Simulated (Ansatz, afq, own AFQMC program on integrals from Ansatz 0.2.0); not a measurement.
# HBrF (doublet): AFQMC on the coupled-cluster ladder at distance Br1–H2 along a hydrogen transfer = 1.630 Å, cc-pVTZ

How near does AFQMC come to the top of the ladder for HBrF (doublet)?

The runs use Ansatz 0.2.0, Gaussian basis, and an in-house AFQMC program (afq) on its integrals; all values are calculated; cc-pVTZ, frozen cores.

Plan: PBE (unrestricted); CCSD(T) on UHF; r2SCAN (unrestricted); PBE0 (unrestricted); B3LYP (unrestricted); CCSDT(Q) on UHF; wB97M-V (unrestricted); B2PLYP (unrestricted); Phaseless AFQMC, CISD trial on UHF.

**1. The geometry**

The geometry derives from fragments relaxed apart (PBE0/def2-TZVP) and kept rigid, so it is no stationary point. A hydrogen atom is moved between rigid fragments. No spin-orbit coupling is included. The filled d shell of Br may be among the frozen orbitals whatever the setting's name suggests; the logs give the count.

3 atoms, charge 0, spin multiplicity 2.

Atoms are counted from 1 here; the program's logs count them from 0.

Bond lengths: Br1–H2 1.630 Å, H2–F3 0.984 Å. Angles: Br1–H2–F3 180.0°.

As a file:

```xyz
3
charge 0, multiplicity 2
Br    0.00000    0.00000   -1.41467
H     0.00000    0.00000    0.21533
F     0.00000    0.00000    1.19933
```

**2. PBE (unrestricted)**

in.yaml reads:

```yaml
crystal:
  periodic: [false, false, false]
  atoms:
    - {symbol: Br, position_ang: [0.000000, 0.000000, -1.414667]}
    - {symbol: H, position_ang: [0.000000, 0.000000, 0.215333]}
    - {symbol: F, position_ang: [0.000000, 0.000000, 1.199333]}
basis:
  gaussian: {orbitals: cc-pVTZ}
magnetization: {spin_polarized: true, initial_magnetization: 1}
hamiltonian: {xc: {name: PBE}}
output: {orbitals: {seedname: orbitals}}
```

The run is started by

```sh
$ ansatz run in.yaml --threads 1 --pin off --events-out ev --progress --plain --max-ram 8192MiB --backend cpu
```

Output:

```text
Functional definition: PBE
  name "PBE"
  cite "Perdew, Burke & Ernzerhof, Phys. Rev. Lett. 77, 3865 (1996) doi:10.1103/PhysRevLett.77.3865"
  parent pbe
  parameter kappa = 0.804
  parameter beta = 0.06672455060314922
  exchange = pbe_x(kappa = kappa, mu = beta*pi^2/3)
  correlation = pbe_c(beta = beta)
580 factors; their error is unknown
mean field evaluation 1: about -72764.0372 eV, gradient 3.0e1 eV
mean field evaluation 2: about -72735.7669 eV, gradient 9.0e1 eV
mean field evaluation 4: about -72761.3099 eV, gradient 3.1e1 eV
mean field evaluation 8: about -72766.8596 eV, gradient 3.3e-1 eV
mean field evaluation 16: about -72766.8481 eV, gradient 2.0e-4 eV
mean field evaluation 32: about -72766.6214 eV, gradient 5.2e0 eV
mean field evaluation 64: about -72766.8481 eV, gradient 3.4e-3 eV
mean field evaluation 96: about -72765.7394 eV, gradient 6.6e0 eV
mean field -72766.84805870 eV, -2674.1323430160 hartree, gradient 8.7e-6 eV, S^2 0.751929; 8 other end points of the search recorded, 0 dependent functions left out
reference -72766.84807886 eV, -2674.1323437569 hartree; 23, 22 occupied and 64, 65 virtual orbitals, 580 factors
Total energy: -72766.84807886 eV, -2674.1323437569 hartree
```

Run time: 8 s. Hardware: 1 thread of AMD EPYC 7R13 (Zen 3), shared host; peak memory 1.8 GiB.

From the report: ⟨S²⟩ of the determinant 0.752 (pure doublet: 0.75).

**3. CCSD(T) on UHF**

Edit in.yaml of step 2 so:

```diff
@@ -9,3 +9,2 @@
 magnetization: {spin_polarized: true, initial_magnetization: 1}
-hamiltonian: {xc: {name: PBE}}
-output: {orbitals: {seedname: orbitals}}
+correlation: {method: ccsd_t, electrons: outside_noble_gas, hamiltonian_folder: ham}
```

The run is started by

```sh
$ ansatz run in.yaml --threads 1 --pin off --events-out ev --progress --plain --max-ram 24576MiB --backend cuda --devices 0, --max-vram 18GiB
```

Output, shortened:

```text
Functional definition: HF
  name "HF"
  cite "Fock, Z. Phys. 61, 126 (1930) doi:10.1007/BF01340294"
  parent pbe
[...]
552 factors; integrals over basis functions are off by at most 1.2e-3 eV
[...]
mean field -72721.26539801 eV, -2672.4572111327 hartree, gradient 3.7e-6 eV, S^2 0.759054; 9 other end points of the search recorded, 0 dependent functions left out
determinant -72721.26539801 eV, -2672.4572111327 hartree, with singles and doubles -72733.17146535 eV, -2672.8947510374 hartree
determinant -72721.02595195 eV, -2672.4484116523 hartree, with singles and doubles -72733.01988267 eV, -2672.8891804765 hartree
determinant -72721.26539801 eV, -2672.4572111327 hartree, with singles and doubles -72733.17952207 eV, -2672.8950471164 hartree
determinant -72721.02595195 eV, -2672.4484116523 hartree, with singles and doubles -72733.02486228 eV, -2672.8893634738 hartree
15 core orbitals not correlated: weight in the atoms' cores, before any rotation towards them, 1.000 or more for the frozen orbitals, at most 0.000 for the correlated occupied ones
reference -72721.26539801 eV, -2672.4572111327 hartree; 8, 7 occupied and 64, 65 virtual orbitals, 552 factors
second order -11.39861834 eV of doubles, -0.00000000 eV of singles
cycle   1  -11.91412575 eV  change   -1.7e-6 eV  update   1.2e-6
perturbative correction -0.34389813 eV, -0.0126380232 hartree
Total energy: -72733.52342189 eV, -2672.9076852017 hartree
```

Wall time 16 s (1 × NVIDIA H100 80GB HBM3 with 1 thread of AMD EPYC 7R13 (Zen 3), shared host); peak host memory 1.8 GiB.

From the report: ⟨S²⟩ of the determinant 0.759 (pure doublet: 0.75); correlation -12.2580 eV; T1 0.011; largest double amplitude 0.04.

This run also writes the integrals to the folder ham.

**4. r2SCAN (unrestricted)**

Edit in.yaml of step 3 so:

```diff
@@ -9,2 +9,2 @@
 magnetization: {spin_polarized: true, initial_magnetization: 1}
-correlation: {method: ccsd_t, electrons: outside_noble_gas, hamiltonian_folder: ham}
+hamiltonian: {xc: {name: r2SCAN}}
```

The run is started by

```sh
$ ansatz run in.yaml --threads 1 --pin off --events-out ev --progress --plain --max-ram 8192MiB --backend cpu
```

Output, shortened:

```text
Functional definition: r2SCAN
  name "r2SCAN"
  cite "Furness, Kaplan, Ning, Perdew & Sun, J. Phys. Chem. Lett. 11, 8208 (2020) doi:10.1021/acs.jpclett.0c02405"
  cite "Furness, Kaplan, Ning, Perdew & Sun, J. Phys. Chem. Lett. 11, 9248 (2020) doi:10.1021/acs.jpclett.0c03077"
  parent r2scan
[...]
580 factors; their error is unknown
[...]
mean field -72778.33566554 eV, -2674.5545047808 hartree, gradient 4.0e-6 eV, S^2 0.754049; 13 other end points of the search recorded, 0 dependent functions left out
reference -72778.33567194 eV, -2674.5545050161 hartree; 23, 22 occupied and 64, 65 virtual orbitals, 580 factors
Total energy: -72778.33567194 eV, -2674.5545050161 hartree
```

Wall time 28 s (1 thread of AMD EPYC 7R13 (Zen 3), shared host); peak memory 1.8 GiB.

From the report: ⟨S²⟩ of the determinant 0.754 (pure doublet: 0.75).

**5. PBE0 (unrestricted)**

Edit in.yaml of step 4 so:

```diff
@@ -9,2 +9,3 @@
 magnetization: {spin_polarized: true, initial_magnetization: 1}
-hamiltonian: {xc: {name: r2SCAN}}
+hamiltonian: {xc: {name: PBE0}}
+output: {orbitals: {seedname: orbitals}}
```

The command is unchanged.

Output:

```text
Functional definition: PBE0
  name "PBE0"
  cite "Adamo & Barone, J. Chem. Phys. 110, 6158 (1999) doi:10.1063/1.478522"
  cite "Perdew, Burke & Ernzerhof, Phys. Rev. Lett. 77, 3865 (1996) doi:10.1103/PhysRevLett.77.3865"
  parent pbe
  parameter a = 0.25
  parameter kappa = 0.804
  parameter beta = 0.06672455060314922
  exchange = (1 - a)*pbe_x(kappa = kappa, mu = beta*pi^2/3) + a*exact_x
  correlation = pbe_c(beta = beta)
619 factors; their error is unknown
mean field evaluation 1: about -72766.6256 eV, gradient 2.7e1 eV
mean field evaluation 2: about -72748.3005 eV, gradient 7.2e1 eV
mean field evaluation 4: about -72768.9030 eV, gradient 2.6e0 eV
mean field evaluation 8: about -72768.9238 eV, gradient 1.1e-1 eV
mean field evaluation 16: about -72769.1496 eV, gradient 2.9e-5 eV
mean field evaluation 32: about -72769.1498 eV, gradient 1.1e-2 eV
mean field -72769.14979291 eV, -2674.2169301883 hartree, gradient 2.7e-6 eV, S^2 0.753317; 4 other end points of the search recorded, 0 dependent functions left out
reference -72769.14980787 eV, -2674.2169307379 hartree; 23, 22 occupied and 64, 65 virtual orbitals, 619 factors
Total energy: -72769.14980787 eV, -2674.2169307379 hartree
```

Run time: 11 s. Hardware: 1 thread of AMD EPYC 7R13 (Zen 3), shared host; peak memory 1.8 GiB.

From the report: ⟨S²⟩ of the determinant 0.753 (pure doublet: 0.75).

**6. B3LYP (unrestricted)**

Edit in.yaml of step 5 so:

```diff
@@ -9,3 +9,2 @@
 magnetization: {spin_polarized: true, initial_magnetization: 1}
-hamiltonian: {xc: {name: PBE0}}
-output: {orbitals: {seedname: orbitals}}
+hamiltonian: {xc: {name: B3LYP}}
```

Same command.

Output, shortened:

```text
Functional definition: B3LYP
  name "B3LYP"
  cite "Stephens, Devlin, Chabalowski & Frisch, J. Phys. Chem. 98, 11623 (1994) doi:10.1021/j100096a001"
  cite "Becke, Phys. Rev. A 38, 3098 (1988) doi:10.1103/PhysRevA.38.3098"
  cite "Lee, Yang & Parr, Phys. Rev. B 37, 785 (1988) doi:10.1103/PhysRevB.37.785"
  cite "Vosko, Wilk & Nusair, Can. J. Phys. 58, 1200 (1980) doi:10.1139/p80-159"
[...]
610 factors; their error is unknown
[...]
mean field -72780.73894373 eV, -2674.6428236254 hartree, gradient 4.8e-6 eV, S^2 0.752558; 6 other end points of the search recorded, 0 dependent functions left out
reference -72780.73909752 eV, -2674.6428292770 hartree; 23, 22 occupied and 64, 65 virtual orbitals, 610 factors
Total energy: -72780.73909752 eV, -2674.6428292770 hartree
```

Wall time 12 s (1 thread of AMD EPYC 7R13 (Zen 3), shared host); peak memory 1.8 GiB.

From the report: ⟨S²⟩ of the determinant 0.753 (pure doublet: 0.75).

**7. CCSDT(Q) on UHF**

Edit in.yaml of step 6 so:

```diff
@@ -9,2 +9,2 @@
 magnetization: {spin_polarized: true, initial_magnetization: 1}
-hamiltonian: {xc: {name: B3LYP}}
+correlation: {method: ccsdt_q, electrons: outside_noble_gas}
```

The run is started by

```sh
$ ansatz run in.yaml --threads 1 --pin off --events-out ev --progress --plain --max-ram 24576MiB --backend cuda --devices 0, --max-vram 18GiB
```

Output, shortened:

```text
Functional definition: HF
  name "HF"
  cite "Fock, Z. Phys. 61, 126 (1930) doi:10.1007/BF01340294"
  parent pbe
[...]
982 factors; integrals over basis functions are off by at most 2.3e-7 eV
[...]
mean field -72721.26542596 eV, -2672.4572121599 hartree, gradient 4.1e-6 eV, S^2 0.759054; 9 other end points of the search recorded, 0 dependent functions left out
determinant -72721.26542596 eV, -2672.4572121599 hartree, with singles and doubles -72733.17153879 eV, -2672.8947537361 hartree
determinant -72721.02598774 eV, -2672.4484129676 hartree, with singles and doubles -72733.01996756 eV, -2672.8891835961 hartree
determinant -72721.26542596 eV, -2672.4572121599 hartree, with singles and doubles -72733.17956436 eV, -2672.8950486706 hartree
determinant -72721.02598774 eV, -2672.4484129676 hartree, with singles and doubles -72733.02491481 eV, -2672.8893654042 hartree
15 core orbitals not correlated: weight in the atoms' cores, before any rotation towards them, 1.000 or more for the frozen orbitals, at most 0.000 for the correlated occupied ones
reference -72721.26542596 eV, -2672.4572121599 hartree; 8, 7 occupied and 64, 65 virtual orbitals, 982 factors
second order -11.39866700 eV of doubles, -0.00000000 eV of singles
cycle   1  -11.64804996 eV  change   -2.5e-1 eV  update   7.3e-2
[...]
cycle  17  -12.27428311 eV  change    7.9e-9 eV  update   8.2e-7
perturbative correction -0.01239569 eV, -0.0004555333 hartree
Total energy: -72733.55210477 eV, -2672.9087392778 hartree
```

Wall time 49 s (1 × NVIDIA H100 80GB HBM3 with 1 thread of AMD EPYC 7R13 (Zen 3), shared host); peak host memory 1.8 GiB.

From the report: ⟨S²⟩ of the determinant 0.759 (pure doublet: 0.75); correlation -12.2867 eV; T1 0.012; largest double amplitude 0.04.

**8. wB97M-V (unrestricted)**

Edit in.yaml of step 7 so:

```diff
@@ -9,2 +9,3 @@
 magnetization: {spin_polarized: true, initial_magnetization: 1}
-correlation: {method: ccsdt_q, electrons: outside_noble_gas}
+hamiltonian: {xc: {name: wB97M-V}}
+output: {orbitals: {seedname: orbitals}}
```

The run is started by

```sh
$ ansatz run in.yaml --threads 1 --pin off --events-out ev --progress --plain --max-ram 8192MiB --backend cpu
```

Output, shortened:

```text
Functional definition: wB97M-V
  name "wB97M-V"
  cite "Mardirossian & Head-Gordon, J. Chem. Phys. 144, 214110 (2016) doi:10.1063/1.4952647"
  cite "Becke, J. Chem. Phys. 107, 8554 (1997) doi:10.1063/1.475007"
  cite "Vydrov & Van Voorhis, J. Chem. Phys. 133, 244103 (2010) doi:10.1063/1.3521275"
  # Of w^i u^j: cxij and so on, Table III.
[...]
  gx(w, u) = 1 - cx + cx01*u + cx10*w
  gss(w, u) = css00 + css04*u^4 + css10*w + css20*w^2 + css43*w^4*u^3
  gos(w, u) = cos00 + cos10*w + (cos20 + cos21*u)*w^2 + (cos60 + cos61*u)*w^6
[...]
      + integral(e_c_pw_mod_opposite_spin*gos(b97_w_opposite, b97_u_opposite)) + vv10(b, c)
602 factors; their error is unknown
99 factors; integrals over basis functions are off by at most 4.6e-5 eV
[...]
mean field -72775.08646774 eV, -2674.4350989640 hartree, gradient 4.5e-6 eV, S^2 0.752346; 1 other end points of the search recorded, 0 dependent functions left out
reference -72775.08649259 eV, -2674.4350998773 hartree; 23, 22 occupied and 64, 65 virtual orbitals, 602 factors
Total energy: -72775.08649259 eV, -2674.4350998773 hartree
```

Wall time 17 s (1 thread of AMD EPYC 7R13 (Zen 3), shared host); peak memory 1.8 GiB.

From the report: ⟨S²⟩ of the determinant 0.752 (pure doublet: 0.75).

**9. B2PLYP (unrestricted)**

Edit in.yaml of step 8 so:

```diff
@@ -9,3 +9,3 @@
 magnetization: {spin_polarized: true, initial_magnetization: 1}
-hamiltonian: {xc: {name: wB97M-V}}
-output: {orbitals: {seedname: orbitals}}
+hamiltonian: {xc: {name: B2PLYP}}
+correlation: {electrons: outside_noble_gas}
```

Same command.

Output, shortened:

```text
Functional definition: B2PLYP
  name "B2PLYP"
  cite "Grimme, J. Chem. Phys. 124, 034108 (2006) doi:10.1063/1.2148954"
  cite "Becke, Phys. Rev. A 38, 3098 (1988) doi:10.1103/PhysRevA.38.3098"
  cite "Lee, Yang & Parr, Phys. Rev. B 37, 785 (1988) doi:10.1103/PhysRevB.37.785"
[...]
552 factors; integrals over basis functions are off by at most 1.2e-3 eV
[...]
mean field -72763.39752279 eV, -2674.0055381603 hartree, gradient 6.8e-6 eV, S^2 0.754415; 2 other end points of the search recorded, 0 dependent functions left out
15 core orbitals not correlated: weight in the atoms' cores, before any rotation towards them, 1.000 or more for the frozen orbitals, at most 0.000 for the correlated occupied ones
reference -72763.39761968 eV, -2674.0055417208 hartree; 8, 7 occupied and 64, 65 virtual orbitals, 552 factors
second order -13.51405597 eV of doubles, -0.00000000 eV of singles
Total energy: -72767.04641479 eV, -2674.1396324679 hartree
```

It took 6 s on 1 thread of AMD EPYC 7R13 (Zen 3), shared host; peak memory 1.8 GiB.

From the report: ⟨S²⟩ of the determinant 0.754 (pure doublet: 0.75).

**10. Phaseless AFQMC, CISD trial on UHF**

It reads the integrals that the CCSD(T) run on this determinant wrote.

The run is started by

```sh
$ afq ham --method phaseless --trial cisd --walkers 2500 --populations 20 --least-time 60 --time-step 0.005 --steps-per-block 50 --equilibration-blocks 28 --max-blocks 4000 --target-error 0.00023 --factor-cut 1e-05 --start spin_pure --seed 5451 --release-times 0.24,0.51,0.99,1.5 --release-step 0.03 --release-every 4 --taylor-order 6
```

Output:

```text
orbitals 72  electrons 8 7  factors 488 of 552
reference energy -2672.45721113 Eh
CCSD correlation -0.43783597 Eh in 13 cycles, weight of the determinant in the CISD state 0.8894
energy of the start -2672.894555 Eh
 block  time / (1/Eh)  mean weight  energy / Eh
     1     0.250  0.9999  -2672.891852
     2     0.500  0.9999  -2672.898343
     3     0.750  0.9997  -2672.901803
     4     1.000  0.9997  -2672.902963
     5     1.250  0.9992  -2672.905894
     6     1.500  0.9996  -2672.905860
     7     1.750  0.9995  -2672.908485
     8     2.000  0.9998  -2672.908721
     9     2.250  1.0001  -2672.907720
    10     2.500  0.9996  -2672.908498
    11     2.750  1.0000  -2672.907438
    12     3.000  0.9994  -2672.908211
    13     3.250  1.0001  -2672.908648
    14     3.500  1.0000  -2672.908692
    15     3.750  0.9999  -2672.907266
    16     4.000  1.0008  -2672.909025
    17     4.250  0.9994  -2672.908212
    18     4.500  1.0004  -2672.908486
    19     4.750  1.0010  -2672.908146
    20     5.000  0.9997  -2672.907224
    21     5.250  0.9990  -2672.907459
    22     5.500  1.0003  -2672.906299
    23     5.750  0.9998  -2672.908559
    24     6.000  0.9995  -2672.908616
    25     6.250  0.9995  -2672.910212
    26     6.500  1.0004  -2672.909198
    27     6.750  0.9999  -2672.910256
    28     7.000  0.9997  -2672.911113
    29     7.250  0.9998  -2672.910390
    30     7.500  0.9995  -2672.909550
    31     7.750  1.0004  -2672.909604
    32     8.000  1.0009  -2672.907673
    33     8.250  0.9999  -2672.906958
    34     8.500  1.0006  -2672.907192
    35     8.750  1.0003  -2672.908009
    36     9.000  1.0002  -2672.907646
    37     9.250  1.0004  -2672.909319
    38     9.500  1.0005  -2672.909658
    39     9.750  1.0000  -2672.909309
    40    10.000  0.9992  -2672.909067
    41    10.250  0.9997  -2672.906397
    42    10.500  1.0004  -2672.908169
    43    10.750  1.0003  -2672.908098
    44    11.000  0.9999  -2672.911009
    45    11.250  1.0006  -2672.909360
    46    11.500  0.9998  -2672.909550
    47    11.750  0.9999  -2672.907847
    48    12.000  1.0000  -2672.908853
    49    12.250  0.9998  -2672.910456
    50    12.500  1.0003  -2672.908333
    51    12.750  1.0007  -2672.909004
    52    13.000  1.0002  -2672.908698
    53    13.250  1.0001  -2672.908186
    54    13.500  0.9998  -2672.908013
    55    13.750  1.0001  -2672.907105
    56    14.000  0.9998  -2672.909087
    57    14.250  0.9993  -2672.910639
    58    14.500  1.0002  -2672.907623
    59    14.750  1.0001  -2672.907931
    60    15.000  0.9996  -2672.907295
    61    15.250  1.0000  -2672.908500
    62    15.500  0.9998  -2672.906696
    63    15.750  0.9999  -2672.906182
    64    16.000  1.0002  -2672.909289
    65    16.250  0.9997  -2672.907416
    66    16.500  0.9993  -2672.908138
    67    16.750  1.0002  -2672.908147
    68    17.000  0.9998  -2672.908465
    69    17.250  1.0001  -2672.908299
    70    17.500  1.0007  -2672.909487
    71    17.750  1.0006  -2672.909432
    72    18.000  1.0005  -2672.909150
    73    18.250  1.0002  -2672.909172
    74    18.500  1.0005  -2672.908993
    75    18.750  1.0008  -2672.908800
    76    19.000  1.0007  -2672.907637
    77    19.250  1.0000  -2672.909553
    78    19.500  0.9999  -2672.909485
error from the spread of 20 populations
released: time / (1/Eh)  energy / Eh  error  mean overlap
  0.24  -2672.908638  0.000252  0.9976
  0.51  -2672.908527  0.000233  0.9936
  0.99  -2672.908961  0.000258  0.9770
  1.50  -2672.908588  0.000325  0.9696
energy -2672.908577 +/- 0.000217 Eh
```

Wall time 2 min (1 × NVIDIA H100 80GB HBM3 with 2 threads of AMD EPYC 7R13 (Zen 3), shared host); peak host memory 1.8 GiB.

Energy -72733.5477 ± 0.0059 eV. Caveats: constraint bias not in the error.

**11. All levels side by side**

On the UHF determinant, counted from CCSDT(Q) (a yardstick, not exact):

```csv
level,energy (eV),from CCSDT(Q) (meV),statistical error (meV),time
HF,-72721.2654,+12286.7,,
MP2,-72732.6640,+888.1,,
CCSD,-72733.1795,+372.6,,
CCSD(T),-72733.5234,+28.7,,
CCSDT(Q),-72733.5521,0.0,,
"Phaseless AFQMC, CISD trial, step 0.005, 2500 walkers",-72733.5477,+4.4,5.9,2 min
```

The functionals' totals stand on their own zeros and serve differences with other points: PBE -72766.848 eV; r2SCAN -72778.336 eV; PBE0 -72769.150 eV; B3LYP -72780.739 eV; wB97M-V -72775.086 eV; B2PLYP -72767.046 eV.

**12. Outcome**

```
                                        quantity           value
                    CCSD(T) on UHF from CCSDT(Q)       +28.7 meV
Phaseless AFQMC, CISD trial on UHF from CCSDT(Q)  +4.4 ± 5.9 meV
```

On UHF the phaseless walk with the CISD trial lies +4.4 meV from CCSDT(Q), within three error bars. Error bars are statistical and leave out the constraint, the time step and what remains of the start.
